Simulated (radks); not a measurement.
# Ionising silver step by step, Ag to Ag²³⁺

One table from this session's results is given with a row withheld; the runs are named, their logs left out.

Program: radks (a radial shooting solver on a logarithmic mesh, Libxc functionals) version 1. Level of theory: non-relativistic Kohn-Sham, PBE, spin-polarised, spherical densities, point nucleus; open shells are filled with parallel spins first. These are calculated values, not measurements, unless marked.

## The system

| Quantity | Value |
| --- | --- |
| element | silver (Z = 47) |
| charges | 0 to 23 |
| first configuration | [Kr] 4d10 5s1 |
| last configuration | [Ar] 3d6 |

The outer shells:

Ag
```
[Kr] core
4d [↑↓][↑↓][↑↓][↑↓][↑↓]
5s [↑ ]
```

Ag²³⁺
```
[Ar] core
3d [↑↓][↑ ][↑ ][↑ ][↑ ]
```

The first run:

The run's settings:

```text
Z 47
configuration [Kr] 4d10 5s1
relativity non-relativistic
functional pbe,pbe
spin polarised
nucleus point
```

Among the steps run: Ag, [Kr] 4d10 5s1.

One table of the session follows, with a row left open; its other results are not shown here.

It belongs to the step «Ag, [Kr] 4d10 5s1». From the orbitals of this run (lengths in bohr):

```
  level     <r>  outermost maximum (interpolated)  90 % within  nodes
4s down  0.9427                             0.849         1.37      3
  4s up  0.9430                             0.849         1.37      3
  4p up   1.015                             0.888         1.50      2
4p down   1.014                             0.888         1.50      2
  4d up   1.411                              1.03         2.30      1
4d down       ?                                 ?            ?      ?
  5s up   3.310                              2.64         5.08      4
5s down   3.299                              2.62         5.05      4
```

**Question.** Estimate the row for 4d down.

**Answer.** <r>: 1.391; outermost maximum (interpolated): 1.03; 90 % within: 2.26; nodes: 1. In the column «<r>» it lies between 4p up (1.015) and 4d up (1.411).

Caveats from the session: Relativity is left out here, which matters for elements this heavy. Open shells are spherical and high-spin; term and fine-structure splittings are not resolved.
